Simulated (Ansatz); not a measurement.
# F₂H₃NSi + HF: a complex and its separated parts

Aim: how far the complex at one end of a reaction step lies below its separated, relaxed parts, level by level.

The runs use Ansatz 0.2.0, Gaussian basis; PBE0-D4/def2-TZVP structures, single points in def2-TZVPP, no counterpoise correction.

Levels: SPW92, PBE-D4, BLYP-D4, r2SCAN-D4, B97M-V, PBE0-D4, B3LYP-D4, r2SCAN0-D4, BHLYP-D4, CAM-B3LYP-D4, wB97X-V, wB97M-V, B2PLYP, PBE-QIDH, RPA on PBE, Hartree-Fock, MP2, CCSD, CCSD(T).

Correlated methods freeze the cores. B3LYP uses VWN-RPA correlation. B2PLYP carries no dispersion term here.

94 further runs of the same task are left out: 94 set aside as unsound or not needed.

## 1. Starting geometry

The complex: 9 atoms, charge 0, spin multiplicity 1.

Atoms are counted from 1 here; the program's logs count them from 0.

Bond lengths: Si1–N2 1.718 Å, Si1–F3 1.579 Å, Si1–F4 1.585 Å, Si1–H5 1.466 Å, N2–H8 1.012 Å, N2–H9 1.013 Å, H6–F7 0.947 Å. Angles: N2–Si1–F3 106.2°, N2–Si1–F4 112.7°, N2–Si1–H5 111.1°, F3–Si1–F4 106.9°, F3–Si1–H5 111.8°, F4–Si1–H5 108.2°, Si1–N2–H8 116.8°, Si1–N2–H9 116.5°, H8–N2–H9 109.2°.

Coordinates:

```
Si   -0.6319    0.8182   -0.3388
N     0.6413   -0.0029    0.4704
F    -0.2850    0.7609   -1.8784
F    -0.7188    2.3508    0.0560
H    -1.9278    0.1973   -0.0492
H     0.4421   -1.7055    0.1246
F     0.2849   -2.6262   -0.0312
H     0.6126   -0.0037    1.4824
H     1.5828    0.2109    0.1642
```

Its parts: F₂H₃NSi holds atoms 1, 2, 3, 4, 5, 8, 9; HF holds atoms 6, 7. Each part counts its atoms afresh in its own runs.

## 2. Relaxing F₂H₃NSi alone

Input file relax-a/in.yaml:

```yaml
crystal:
  periodic: [false, false, false]
  atoms:
    - {symbol: Si, position_ang: [-0.631925, 0.818248, -0.338764]}
    - {symbol: N, position_ang: [0.641276, -0.002887, 0.470390]}
    - {symbol: F, position_ang: [-0.285012, 0.760908, -1.878438]}
    - {symbol: F, position_ang: [-0.718846, 2.350836, 0.055981]}
    - {symbol: H, position_ang: [-1.927803, 0.197307, -0.049235]}
    - {symbol: H, position_ang: [0.612585, -0.003684, 1.482380]}
    - {symbol: H, position_ang: [1.582754, 0.210940, 0.164222]}
basis:
  gaussian: {orbitals: def2-TZVP}
hamiltonian: {xc: pbe0, dispersion: d4}
relax: {f_tol: 0.005, max_steps: 200}
```

Launch:

```bash
$ ansatz run in.yaml --threads 4 --pin off --events-out ev --progress --plain --max-ram 9574MiB
```

Further steps of the session: Relaxing HF alone; SPW92/def2-TZVPP; PBE-D4/def2-TZVPP; BLYP-D4/def2-TZVPP; r2SCAN-D4/def2-TZVPP; B97M-V/def2-TZVPP; PBE0-D4/def2-TZVPP; B3LYP-D4/def2-TZVPP; r2SCAN0-D4/def2-TZVPP; BHLYP-D4/def2-TZVPP; CAM-B3LYP-D4/def2-TZVPP; wB97X-V/def2-TZVPP; wB97M-V/def2-TZVPP; B2PLYP/def2-TZVPP; PBE-QIDH/def2-TZVPP; RPA on PBE/def2-TZVPP; CCSD(T)/def2-TZVPP; Vibrations of F₂H₃NSi; Vibrations of HF.

Before running it: what results should come out? Wanted: complex less parts, CCSD(T)/def2-TZVPP; with zero-point energy; largest T1 diagnostic.

**Answer**, as computed:

```
                              quantity      value
complex less parts, CCSD(T)/def2-TZVPP  -0.318 eV
                with zero-point energy  -0.210 eV
                 largest T1 diagnostic      0.011
```

At CCSD(T) the complex lies 0.318 eV below its parts. B2PLYP is the best functional here (-0.004 eV from CCSD(T)); SPW92 is the worst (-0.241 eV). By rung, the mean size of the error is: LDA 0.241, GGA 0.085, meta-GGA 0.035, hybrid 0.041, range-separated hybrid 0.034, double hybrid 0.009 eV. PBE-D4 gives a relative energy 0.100 eV too low, outside chemical accuracy (1 kcal/mol, 0.043 eV). No counterpoise was applied, and triple zeta lacks some correlation, so the CCSD(T) reference has a basis error of its own, and close matches with it are partly luck.
